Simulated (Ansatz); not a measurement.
# ZrO+ (quartet): wave-function methods side by side, def2-TZVPP

One table from this session's results is given with a row withheld; the runs are named, their logs left out.

The runs use Ansatz 0.2.0, Gaussian basis; def2-TZVPP, core rule «outside noble gas», up to 5 orbitals frozen.

The runs, in order: UHF; ROHF; CCSD(T) on UHF.

## What is computed

The geometry is a PBE0/def2-TZVP stationary point (not a proven minimum) of the parent state, kept for this charge and spin. No spin-orbit coupling is included. Elements past krypton take def2 core potentials.

2 atoms, charge 1, spin multiplicity 4.

Atoms are counted from 1 here; the program's logs count them from 0.

Bond lengths: Zr1–O2 2.505 Å.

Coordinates:

```xyz
2

Zr    0.00000    0.00000    0.00000
O     0.00000    0.00000    2.50520
```

Set-up of the first run:

in.yaml

```yaml
crystal:
  periodic: [false, false, false]
  atoms:
    - {symbol: Zr, position_ang: [0.000000, 0.000000, 0.000000]}
    - {symbol: O, position_ang: [0.000000, 0.000000, 2.505200]}
basis:
  gaussian: {orbitals: def2-TZVPP}
total_charge: 1
magnetization: {spin_polarized: true, initial_magnetization: 3}
hamiltonian: {xc: hf}
output: {orbitals: {seedname: orbitals}}
```

Command:

```console
$ ansatz run in.yaml --threads 1 --pin off --events-out ev --progress --plain --max-ram 4096MiB --backend cpu
```

Steps of the session up to this table: UHF; ROHF; CCSD(T) on UHF.

One of the session's tables, all rows but one given; the rest of the session is left out.

| method | from UCCSD(T) (kJ/mol) |
| --- | --- |
| ROHF | +679.1 |
| UMP2 | ? |
| UCCSD | +33.6 |
| UCCSD(T) | 0 |

**Question.** Estimate the row for UMP2.

**Answer.** from UCCSD(T) (kJ/mol): +68.0. In the column «from UCCSD(T) (kJ/mol)» it lies between UCCSD (+33.6) and ROHF (+679.1).

Left out of the table: UHF (another determinant or state than the rows shown).

Limits of these values: Warnings: coupled cluster took another determinant than the lowest.
